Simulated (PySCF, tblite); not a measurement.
**C2H8FN2Si radical: geometry, infrared bands and EPR parameters**

Aim: predict the infrared bands and EPR parameters of C2H8FN2Si radical (`CN(C)[Si](N)F`).

The runs use tblite 0.8.0 and PySCF 2.14.0, with density-fitted response routines of our own; the level of theory stands in each step. All values are computed, except where a source is named. Atoms are numbered from 0 throughout.

## 1. Starting geometry

14 atoms, charge 0, multiplicity 2; geometry from: force field or distance geometry start.

Bonds of the start (Å): C0–N1 1.46, N1–C2 1.46, N1–Si3 1.72, Si3–N4 1.69, Si3–F5 1.61, C0–H6 1.09, C0–H7 1.10, C0–H8 1.10, C2–H9 1.11, C2–H10 1.11, C2–H11 1.09, N4–H12 1.02, N4–H13 1.02.

## 2. Geometry optimisation with GFN2-xTB

What the job is given:

```
{"job": {"kind": "relax", "xc": "GFN2-xTB", "basis": "xTB"}, "charge": 0, "multiplicity": 2}
C     -0.428300     1.561300     0.206800
N     -0.133300     0.145700     0.000900
C     -1.268900    -0.503600    -0.640300
Si     0.799700    -0.712300     1.169800
N      2.288100    -0.540600     0.389900
F      0.442300    -2.269300     0.974200
H      0.451500     2.129500     0.519200
H     -1.211100     1.710900     0.969100
H     -0.767200     2.027200    -0.725300
H     -2.137800    -0.585800     0.041500
H     -1.599100     0.061700    -1.530700
H     -1.028700    -1.507800    -1.002000
H      2.038000    -0.045100    -0.464300
H      2.554000    -1.472300     0.068900
```

Run with:

```sh
> OMP_NUM_THREADS=1 python probes_run.py task.json out
```

This one command runs all jobs of the session in turn.

**Question.** This job is followed by: GFN2-xTB harmonic vibrations, gas phase; UKS B3LYP, pcH-1 on C F H N Si, non-relativistic, mean-field spin-orbit, GIAO. What will the session give for the following? strongest single infrared mode (GFN2-xTB); zero-point energy (GFN2-xTB); g(iso) (B3LYP); ⟨S²⟩; largest a(iso) (averaged by class); surface potential, 1st and 99th percentile.

**Answer**, as computed:

| quantity | value |
| --- | --- |
| strongest single infrared mode (GFN2-xTB) | 498 cm⁻¹, 159 km/mol |
| zero-point energy (GFN2-xTB) | 68.2 kcal/mol |
| g(iso) (B3LYP) | 2.00189 |
| ⟨S²⟩ | 0.753 (exact 0.75) |
| largest a(iso) (averaged by class) | 29Si on Si3, -756.1 MHz |
| surface potential, 1st and 99th percentile | -1.33 V and 1.65 V |

In words: The optimisation took 129 steps and gained 0.669 eV; among the close pairs (by a distance rule), Si3–N4 changed most, from 1.689 to 1.729 Å. No mode is imaginary among the 36: a minimum at this level. The strongest single mode, at 498 cm⁻¹, moves mainly H12 and H13. Unscaled tight-binding wavenumbers are off by several per cent, some by more. Its intensities can rank the bands wrongly. Si3 carries the largest spin population, 0.69 e. The isotropic g lies 0.4 ppt below the free-electron value.
